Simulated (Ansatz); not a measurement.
# GeH4OSSn: the cost of one run

All numbers below are computed with Ansatz 0.2.0 (RHF/def2-mTZVP).

### Step 1. The starting structure

Bond lengths: O1–Ge2 1.821 Å, Ge2–S3 2.238 Å, O1–Sn4 1.971 Å, S3–Sn4 2.349 Å, Ge2–H5 1.552 Å, Ge2–H6 1.563 Å, Sn4–H7 1.732 Å, Sn4–H8 1.786 Å. Angles: O1–Ge2–S3 98.0°, O1–Ge2–H5 108.9°, O1–Ge2–H6 112.9°, S3–Ge2–H5 111.2°, S3–Ge2–H6 110.6°, H5–Ge2–H6 114.1°, Ge2–O1–Sn4 95.9°, Ge2–S3–Sn4 75.7°, O1–Sn4–S3 90.4°, O1–Sn4–H7 111.3°, O1–Sn4–H8 110.8°, S3–Sn4–H7 115.0°, S3–Sn4–H8 109.5°, H7–Sn4–H8 116.8°.

Structure file:

```xyz
8

O    -0.0526   -0.4456    1.2083
Ge    0.6370    1.1109    0.5628
S     0.2138    0.7639   -1.6069
Sn   -0.6042   -1.1634   -0.5424
H     2.1640    1.1377    0.8404
H    -0.1268    2.3738    1.0774
H     0.2457   -2.6249   -0.9197
H    -2.3846   -1.2095   -0.6757
```

### Step 2. Relaxing end A

Contents of input.yaml:

```yaml
crystal:
  periodic: [false, false, false]
  atoms:
    - { symbol: O, position_ang: [-0.0526, -0.4456, 1.2083] }
    - { symbol: Ge, position_ang: [0.637, 1.1109, 0.5628] }
    - { symbol: S, position_ang: [0.2138, 0.7639, -1.6069] }
    - { symbol: Sn, position_ang: [-0.6042, -1.1634, -0.5424] }
    - { symbol: H, position_ang: [2.164, 1.1377, 0.8404] }
    - { symbol: H, position_ang: [-0.1268, 2.3738, 1.0774] }
    - { symbol: H, position_ang: [0.2457, -2.6249, -0.9197] }
    - { symbol: H, position_ang: [-2.3846, -1.2095, -0.6757] }
basis:
  gaussian: { orbitals: def2-mTZVP }
hamiltonian:
  xc: hf
relax:
  f_tol: 0.02
  max_steps: 50
```

Started as:

```sh
$ ansatz run input.yaml --threads 2 --pin off --max-ram 3072MiB --backend cpu --events-out ev --progress --plain --runs-dir out
```

Q: Estimate wall time and peak memory on 2 threads of Arm Neoverse V1, shared host.

About 26 s, with a peak of 0.36 GiB.
